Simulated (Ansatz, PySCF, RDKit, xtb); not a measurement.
**Isomers of CH3F3Sn, a sample narrowed down**

A sample of isomers of CH3F3Sn is drawn. Aim: find which of them has the lowest free energy at 298.15 K, then its properties. The sample is small against all isomers, and the most stable one of this formula need not be in it.

The funnel: GFN2-xTB relaxations, single points with a density functional, relaxations at PBE0-D4/def2-SVP, harmonic vibrations, and a last energy at a higher level. All values are calculated.

3 further runs of the same task are left out: 3 set aside as unsound or not needed.

## 1. Drawing up candidates

Isomers were drawn by moving bonds and hydrogen atoms under normal valences; this is a sample, not all of them. O–O, O–halogen and N–halogen bonds and N–N–N chains are not drawn. That gives 3 candidates.

```
label                  SMILES     spin
 c223        F[C](F)(F)[SnH3]  singlet
 c532  [CH3][Sn]([F])([F])[F]  singlet
 c801     F[CH2][SnH]([F])[F]  singlet
```

Candidates are built by distance geometry, with a force field where one applies, in up to four conformers (letters a to d).

**Question.** With final energies at CCSD(T)/def2-SVP + MP2/def2-TZVPP - MP2/def2-SVP, which structure will this search put lowest in free energy, and by what margin?

| quantity | value |
| --- | --- |
| lowest structure found | [CH3][Sn]([F])([F])[F], singlet, C3v |
| next finalist | F[CH2][SnH]([F])[F], singlet, 40.5 kcal/mol higher in G |
| share at equilibrium, among the finalists | 100.0 % |
| harmonic wavenumbers, lowest and highest (PBE0-D4/def2-SVP) | 58 and 3223 cm⁻¹ |
| rotational constants, same geometry | 0.09441, 0.08625, 0.08624 cm⁻¹ |
| dipole moment (PBE0/def2-TZVPD) | 4.81 D |
| HOMO energy (PBE0/def2-TZVPD) | -10.25 eV |
| LUMO energy (PBE0/def2-TZVPD) | -2.16 eV |
| HOMO–LUMO gap (PBE0/def2-TZVPD) | 8.09 eV |
| lowest excitation (TD-PBE0/def2-SVPD) | 7.28 eV (f = 0.318) |
| lowest triplet excitation, same level, Tamm-Dancoff | 5.89 eV |
| vertical ionisation energy | 12.36 eV |
| vertical electron affinity | 0.42 eV |
| vertical triplet less singlet | +5.81 eV |

The search ends on `[CH3][Sn]([F])([F])[F]`. The margin of 40.5 kcal/mol over the next finalist is beyond the usual error of the last level; it says nothing of structures that weren't ranked. GFN2-xTB, HF/STO-3G, r2SCAN-D4/def2-SVP, PBE0-D4/def2-SVP, HF/def2-SVP and MP2/def2-SVP already put its bonding pattern lowest among the structures in one piece. Spin-orbit coupling, which matters for elements this heavy, is left out. Lowest found is not proven lowest: the search is finite, and each finalist counts with one conformer. Only 3 drawn patterns were tried, so whole families of isomers are missing, and the result ranks this sample alone.
